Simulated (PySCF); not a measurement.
# GaBr (GaBr): electronic excitations at several levels of theory, part 2 of 2

PySCF 2.14.0. Atoms count from 0. The steps go on from the part before.

## (10) Excited states and response: wB97X-D/def2-SVPD

The job: settings as JSON, then the geometry in Å.

```
{"job": {"kind": "uv", "xc": "wB97X-D", "basis": "def2-SVPD", "ip": true}, "charge": 0, "multiplicity": 1}
Ga     1.210218    -0.089316     0.011857
Br    -1.160508     0.001596    -0.034077
```

Level: TDDFT wB97X-D/def2-SVPD, vertical, gas phase, core orbitals frozen in the response.

The program printed:

```text
coarse grid: 14752 points
cycle   1  E = -4498.5960563790  dE = -1.630e+00  |g| = 4.068e-01  |ddm| = 1.260e+00
cycle   2  E = -4498.6080798575  dE = -1.202e-02  |g| = 4.398e-01  |ddm| = 1.017e+00
cycle   3  E = -4498.6390069973  dE = -3.093e-02  |g| = 3.466e-02  |ddm| = 4.061e-01
cycle   4  E = -4498.6392253341  dE = -2.183e-04  |g| = 5.446e-03  |ddm| = 4.676e-02
cycle   5  E = -4498.6392429985  dE = -1.766e-05  |g| = 3.586e-03  |ddm| = 2.100e-02
cycle   6  E = -4498.6392463043  dE = -3.306e-06  |g| = 7.836e-04  |ddm| = 7.267e-03
final grid: 26368 points
cycle   7  E = -4498.6395338129  dE = -3.429e-07  |g| = 3.658e-04  |ddm| = 2.792e-03
cycle   8  E = -4498.6395338684  dE = -5.541e-08  |g| = 3.586e-04  |ddm| = 1.159e-03
cycle   9  E = -4498.6395338927  dE = -2.431e-08  |g| = 6.117e-05  |ddm| = 4.121e-04
cycle  10  E = -4498.6395338973  dE = -4.631e-09  |g| = 3.567e-05  |ddm| = 3.137e-04
cycle  11  E = -4498.6395338981  dE = -7.676e-10  |g| = 1.194e-05  |ddm| = 1.279e-04
converged SCF energy = -4498.6395338981

Static polarisability (au): isotropic 57.266, principal 47.314 47.314 77.170

Singlet excitations
state   eV       nm        f      main configurations
  1   4.6236    268.2   0.07394   H->L+1 0.62, H->L 0.36
  2   4.6237    268.1   0.07395   H->L 0.62, H->L+1 0.36
  3   5.3392    232.2   0.00000   H-1->L 0.49, H-2->L+1 0.49
  4   5.4030    229.5   0.00000   H-2->L+1 0.48, H-1->L 0.48
  5   5.4032    229.5   0.00000   H-1->L+1 0.48, H-2->L 0.48
  6   5.9483    208.4   0.00062   H-2->L 0.39, H-1->L+1 0.39, H->L+2 0.12
  7   6.9678    177.9   0.60597   H->L+2 0.83
  8   7.3586    168.5   0.62984   H->L+3 0.82
  9   7.4166    167.2   0.04223   H-1->L+3 0.47, H-1->L+2 0.26, H-2->L+3 0.14
 10   7.4167    167.2   0.04222   H-2->L+3 0.47, H-2->L+2 0.26, H-1->L+3 0.14

Triplet excitations (Tamm-Dancoff, eV): 3.6430 3.6430 5.1285 5.2301
Vertical ionisation energy (delta-SCF) = 9.7921 eV
Vertical electron affinity (delta-SCF) = 0.0043 eV
```

It took 7.4 s on 1 thread of AMD EPYC 7R13, shared host; peak memory 0.35 GiB.

This run: HOMO -9.16 eV, LUMO -0.24 eV; lowest singlet 4.62 eV.

## (11) TDDFT and polarisability: LC-wPBE/def2-SVPD

The job: settings as JSON, then the geometry in Å.

```
{"job": {"kind": "uv", "xc": "LC-wPBE", "basis": "def2-SVPD", "ip": true}, "charge": 0, "multiplicity": 1}
Ga     1.210218    -0.089316     0.011857
Br    -1.160508     0.001596    -0.034077
```

With the program's defaults for keys left out, this is: TDDFT LC-wPBE/def2-SVPD, vertical, gas phase, core orbitals frozen in the response.

The program printed:

```text
coarse grid: 14752 points
cycle   1  E = -4497.8516723271  dE = -1.643e+00  |g| = 4.622e-01  |ddm| = 1.306e+00
cycle   2  E = -4497.8717296955  dE = -2.006e-02  |g| = 4.548e-01  |ddm| = 1.006e+00
cycle   3  E = -4497.8985936803  dE = -2.686e-02  |g| = 4.096e-02  |ddm| = 3.648e-01
cycle   4  E = -4497.8989182016  dE = -3.245e-04  |g| = 7.454e-03  |ddm| = 5.608e-02
cycle   5  E = -4497.8989639096  dE = -4.571e-05  |g| = 4.233e-03  |ddm| = 3.194e-02
cycle   6  E = -4497.8989695528  dE = -5.643e-06  |g| = 1.177e-03  |ddm| = 1.009e-02
final grid: 26368 points
cycle   7  E = -4497.8990177149  dE = -9.070e-07  |g| = 8.038e-04  |ddm| = 3.633e-03
cycle   8  E = -4497.8990178316  dE = -1.167e-07  |g| = 6.429e-04  |ddm| = 1.651e-03
cycle   9  E = -4497.8990179133  dE = -8.176e-08  |g| = 1.237e-04  |ddm| = 5.955e-04
cycle  10  E = -4497.8990179379  dE = -2.459e-08  |g| = 7.165e-05  |ddm| = 6.947e-04
cycle  11  E = -4497.8990179390  dE = -1.126e-09  |g| = 9.110e-06  |ddm| = 1.178e-04
cycle  12  E = -4497.8990179391  dE = -5.002e-11  |g| = 2.477e-06  |ddm| = 1.440e-05
converged SCF energy = -4497.8990179391

Static polarisability (au): isotropic 56.281, principal 47.032 47.032 74.779

Singlet excitations
state   eV       nm        f      main configurations
  1   4.6626    265.9   0.08507   H->L 0.98
  2   4.6627    265.9   0.08507   H->L+1 0.98
  3   5.8798    210.9   0.00000   H-1->L 0.45, H-2->L+1 0.45
  4   5.9192    209.5   0.00000   H-2->L 0.41, H-1->L+1 0.41
  5   5.9192    209.5   0.00000   H-2->L+1 0.41, H-1->L 0.41
  6   6.3606    194.9   0.01400   H-1->L+1 0.32, H-2->L 0.32, H->L+3 0.17
  7   7.2816    170.3   0.71606   H->L+2 0.78
  8   7.6279    162.5   0.59395   H->L+3 0.75
  9   7.7877    159.2   0.04546   H-1->L+3 0.83
 10   7.7877    159.2   0.04546   H-2->L+3 0.83

Triplet excitations (Tamm-Dancoff, eV): 3.1742 3.1742 5.4819 5.5997
Vertical ionisation energy (delta-SCF) = 9.6968 eV
```

Run time: 12 s. Hardware: 1 thread of AMD EPYC 7R13, shared host; peak memory 0.35 GiB.

Key values: HOMO -9.79 eV, LUMO 0.13 eV; lowest singlet 4.66 eV.

## (12) Ultraviolet spectrum: PBE0/6-31G*

The job: settings as JSON, then the geometry in Å.

```
{"job": {"kind": "uv", "xc": "PBE0", "basis": "6-31G*"}, "charge": 0, "multiplicity": 1}
Ga     1.210218    -0.089316     0.011857
Br    -1.160508     0.001596    -0.034077
```

With the program's defaults for keys left out, this is: TDDFT PBE0/6-31G*, vertical, gas phase, core orbitals frozen in the response.

The program printed:

```text
coarse grid: 14752 points
cycle   1  E = -4497.9012763446  dE = -1.536e+00  |g| = 4.226e-01  |ddm| = 1.240e+00
cycle   2  E = -4497.8414835240  dE =  5.979e-02  |g| = 6.558e-01  |ddm| = 1.304e+00
cycle   3  E = -4497.9417955411  dE = -1.003e-01  |g| = 6.489e-02  |ddm| = 7.994e-01
cycle   4  E = -4497.9422454988  dE = -4.500e-04  |g| = 1.577e-02  |ddm| = 7.150e-02
cycle   5  E = -4497.9423090518  dE = -6.355e-05  |g| = 3.103e-03  |ddm| = 2.651e-02
cycle   6  E = -4497.9423125108  dE = -3.459e-06  |g| = 3.015e-04  |ddm| = 6.006e-03
final grid: 26368 points
cycle   7  E = -4497.9423166194  dE = -2.225e-08  |g| = 2.849e-04  |ddm| = 6.819e-04
cycle   8  E = -4497.9423166188  dE =  6.012e-10  |g| = 3.289e-04  |ddm| = 6.219e-04
cycle   9  E = -4497.9423166341  dE = -1.523e-08  |g| = 2.452e-05  |ddm| = 2.789e-04
cycle  10  E = -4497.9423166342  dE = -1.182e-10  |g| = 2.195e-06  |ddm| = 2.508e-05
converged SCF energy = -4497.9423166342

Static polarisability (au): isotropic 48.189, principal 36.204 36.204 72.158

Singlet excitations
state   eV       nm        f      main configurations
  1   4.5396    273.1   0.07444   H->L 0.98
  2   4.5396    273.1   0.07444   H->L+1 0.98
  3   5.0266    246.7   0.00000   H-1->L+1 0.45, H-2->L 0.45
  4   5.0897    243.6   0.00000   H-2->L+1 0.50, H-1->L 0.50
  5   5.0897    243.6   0.00000   H-2->L 0.50, H-1->L+1 0.50
  6   5.6717    218.6   0.01176   H-2->L+1 0.37, H-1->L 0.37, H->L+2 0.15
  7   7.1872    172.5   0.02486   H-1->L+2 0.99
  8   7.1872    172.5   0.02486   H-2->L+2 0.99
  9   7.3230    169.3   1.20146   H->L+2 0.81
 10   8.2464    150.3   0.11820   H->L+3 0.99

Triplet excitations (Tamm-Dancoff, eV): 3.2816 3.2816 4.7055 4.8459
```

It took 1.4 s on 1 thread of AMD EPYC 7R13, shared host; peak memory 0.35 GiB.

In short: HOMO -7.37 eV, LUMO -1.84 eV; lowest singlet 4.54 eV.

## (13) TDDFT and polarisability: PBE0/def2-SVP

The job: settings as JSON, then the geometry in Å.

```
{"job": {"kind": "uv", "xc": "PBE0", "basis": "def2-SVP"}, "charge": 0, "multiplicity": 1}
Ga     1.210218    -0.089316     0.011857
Br    -1.160508     0.001596    -0.034077
```

Method: TDDFT PBE0/def2-SVP, vertical, gas phase, core orbitals frozen in the response.

The program printed:

```text
coarse grid: 14752 points
cycle   1  E = -4497.9267012354  dE = -1.574e+00  |g| = 4.097e-01  |ddm| = 1.207e+00
cycle   2  E = -4497.8708145278  dE =  5.589e-02  |g| = 6.303e-01  |ddm| = 1.175e+00
cycle   3  E = -4497.9654843044  dE = -9.467e-02  |g| = 6.355e-02  |ddm| = 7.195e-01
cycle   4  E = -4497.9659765000  dE = -4.922e-04  |g| = 1.503e-02  |ddm| = 6.583e-02
cycle   5  E = -4497.9660260866  dE = -4.959e-05  |g| = 2.761e-03  |ddm| = 2.153e-02
cycle   6  E = -4497.9660287383  dE = -2.652e-06  |g| = 2.234e-04  |ddm| = 4.999e-03
final grid: 26368 points
cycle   7  E = -4497.9660335084  dE = -1.678e-08  |g| = 1.798e-04  |ddm| = 5.808e-04
cycle   8  E = -4497.9660335076  dE =  8.058e-10  |g| = 2.075e-04  |ddm| = 5.571e-04
cycle   9  E = -4497.9660335182  dE = -1.062e-08  |g| = 2.657e-05  |ddm| = 2.647e-04
cycle  10  E = -4497.9660335183  dE = -9.095e-11  |g| = 5.213e-06  |ddm| = 2.112e-05
converged SCF energy = -4497.9660335183

Static polarisability (au): isotropic 47.233, principal 36.284 36.284 69.130

Singlet excitations
state   eV       nm        f      main configurations
  1   4.5388    273.2   0.07771   H->L 0.98
  2   4.5388    273.2   0.07771   H->L+1 0.98
  3   5.0330    246.3   0.00000   H-1->L 0.48, H-2->L+1 0.48
  4   5.1037    242.9   0.00000   H-2->L+1 0.46, H-1->L 0.46
  5   5.1037    242.9   0.00000   H-2->L 0.46, H-1->L+1 0.46
  6   5.7376    216.1   0.01512   H-2->L 0.40, H-1->L+1 0.40, H->L+2 0.15
  7   7.4054    167.4   0.01348   H-1->L+2 0.98
  8   7.4055    167.4   0.01348   H-2->L+2 0.98
  9   7.8713    157.5   1.52487   H->L+2 0.83
 10   8.7724    141.3   0.28175   H-3->L 0.95

Triplet excitations (Tamm-Dancoff, eV): 3.2771 3.2771 4.6991 4.8447
```

It took 1.3 s on 1 thread of AMD EPYC 7R13, shared host; peak memory 0.35 GiB.

Key values: HOMO -7.26 eV, LUMO -1.74 eV; lowest singlet 4.54 eV.

## (14) Ultraviolet spectrum: PBE0/def2-TZVP

The job: settings as JSON, then the geometry in Å.

```
{"job": {"kind": "uv", "xc": "PBE0", "basis": "def2-TZVP"}, "charge": 0, "multiplicity": 1}
Ga     1.210218    -0.089316     0.011857
Br    -1.160508     0.001596    -0.034077
```

Level: TDDFT PBE0/def2-TZVP, vertical, gas phase, core orbitals frozen in the response.

The program printed:

```text
coarse grid: 14752 points
cycle   1  E = -4498.4710712754  dE = -1.530e+00  |g| = 6.809e-01  |ddm| = 1.310e+00
cycle   2  E = -4498.4108915167  dE =  6.018e-02  |g| = 9.251e-01  |ddm| = 1.063e+00
cycle   3  E = -4498.5236738860  dE = -1.128e-01  |g| = 1.168e-01  |ddm| = 6.510e-01
cycle   4  E = -4498.5252784266  dE = -1.605e-03  |g| = 1.672e-02  |ddm| = 8.600e-02
cycle   5  E = -4498.5253390716  dE = -6.064e-05  |g| = 6.304e-03  |ddm| = 2.400e-02
cycle   6  E = -4498.5253526073  dE = -1.354e-05  |g| = 2.693e-04  |ddm| = 8.335e-03
cycle   7  E = -4498.5253526534  dE = -4.615e-08  |g| = 9.273e-05  |ddm| = 6.888e-04
final grid: 26368 points
cycle   8  E = -4498.5253448289  dE = -1.680e-09  |g| = 1.452e-04  |ddm| = 3.590e-04
cycle   9  E = -4498.5253448238  dE =  5.040e-09  |g| = 2.291e-04  |ddm| = 3.440e-04
cycle  10  E = -4498.5253448344  dE = -1.056e-08  |g| = 1.247e-05  |ddm| = 1.806e-04
cycle  11  E = -4498.5253448345  dE = -6.185e-11  |g| = 3.295e-06  |ddm| = 1.898e-05
converged SCF energy = -4498.5253448345

Static polarisability (au): isotropic 53.548, principal 42.601 42.601 75.442

Singlet excitations
state   eV       nm        f      main configurations
  1   4.5135    274.7   0.07018   H->L 0.96
  2   4.5135    274.7   0.07018   H->L+1 0.96
  3   5.0948    243.4   0.00000   H-1->L+1 0.36, H-2->L 0.36, H-1->L 0.14
  4   5.1460    240.9   0.00000   H-2->L 0.49, H-1->L+1 0.49
  5   5.1460    240.9   0.00000   H-2->L+1 0.49, H-1->L 0.49
  6   5.7077    217.2   0.01207   H-2->L+1 0.31, H-1->L 0.31, H->L+2 0.14
  7   7.3268    169.2   0.02392   H-1->L+2 0.98
  8   7.3268    169.2   0.02392   H-2->L+2 0.98
  9   7.5168    164.9   1.41719   H->L+2 0.83
 10   8.6840    142.8   0.24393   H-3->L 0.85, H-3->L+1 0.10

Triplet excitations (Tamm-Dancoff, eV): 3.2742 3.2742 4.7646 4.9053
```

Run time: 2.3 s. Hardware: 1 thread of AMD EPYC 7R13, shared host; peak memory 0.37 GiB.

This run: HOMO -7.31 eV, LUMO -1.79 eV; lowest singlet 4.51 eV.

## (15) Side by side: electronic excitations

Excitations and ground-state properties, with basis size and wall time:

```
                run  lowest singlet (eV)  brightest (eV)      f  gap (eV)  α (Å³)  μ (D)  functions   time
       HF/def2-SVPD                 4.74            7.58  0.826     10.15    8.64   2.57         79  1.4 s
      LDA/def2-SVPD                 4.44            6.99  0.780      3.88    8.65   2.35         79  9.7 s
      PBE/def2-SVPD                 4.43            6.89  0.896      3.89    8.79   2.33         79   11 s
    B3LYP/def2-SVPD                 4.52            7.05  0.824      5.18    8.61   2.53         79  9.1 s
     PBE0/def2-SVPD                 4.57            7.17  0.792      5.55    8.60   2.48         79  6.5 s
BHandHLYP/def2-SVPD                 4.67            7.29  0.792      7.12    8.46   2.65         79  5.2 s
CAM-B3LYP/def2-SVPD                 4.60            7.25  0.837      7.69    8.46   2.63         79    8 s
  wB97X-D/def2-SVPD                 4.62            7.36  0.630      8.92    8.49   2.61         79  7.4 s
  LC-wPBE/def2-SVPD                 4.66            7.28  0.716      9.92    8.34   2.59         79   12 s
        PBE0/6-31G*                 4.54            7.32  1.201      5.53    7.14   2.43         64  1.4 s
      PBE0/def2-SVP                 4.54            7.87  1.525      5.53    7.00   2.23         64  1.3 s
     PBE0/def2-TZVP                 4.51            7.52  1.417      5.53    7.94   2.48         96  2.3 s
```

Measured dipole: 2.45 D (gas; Liu, Meijer, Perez-Rios, Phys. Chem. Chem. Phys. 22 (2020) 24191).

## (16) Outcome

What follows sums up all 2 parts.

| quantity | value |
| --- | --- |
| point group | Cinfv |
| rotational constants (main isotopes) | 2.44, 2.44 GHz |
| lowest singlet (HF/def2-SVPD) | 4.74 eV (262 nm), f = 0.132 |
| brightest single state of those computed | state 8, 7.58 eV, f = 0.826 |
| lowest triplet | 2.69 eV |
| vertical ionisation energy (ΔSCF) | 8.66 eV |
| range of the lowest singlet | 4.43 to 4.74 eV |

Single values in the summary come from the first run of each kind that ended normally (HF/def2-SVPD), which need not be the best level. The start was shaken at random, so part of the energy gained undoes that. Relaxing lowered the energy by 0.052 eV in 3 steps; the close pair that moved most is Ga0–Br1, from 2.481 to 2.373 Å. The lowest singlet, at 4.74 eV, is HOMO→LUMO 0.96 and is bright; of the 10 states computed, the strongest absorption comes from state 8 at 7.58 eV. The lowest triplet lies 2.05 eV below the lowest singlet (triplets in Tamm-Dancoff, singlets in full TDDFT). At HF/def2-SVPD, the highest states lie near or above the ionisation energy, where they hang on the basis. The orbital energy would give 9.38 eV for ionisation, ΔSCF gives 8.66 eV. The dipole moment, 2.57 D, compares with 2.45 D measured. The lowest singlet runs from 4.43 eV (PBE/def2-SVPD) to 4.74 eV (HF/def2-SVPD), while the orbital gap spans 3.88 to 10.15 eV. The lowest state need not be the same one in every run. For the measured dipole, PBE0/6-31G* misses least (0.02 D, 1.4 s) and PBE0/def2-SVP most (0.22 D, 1.3 s). One molecule ranks no method: errors cancel, and vibration and temperature are missing from all runs.
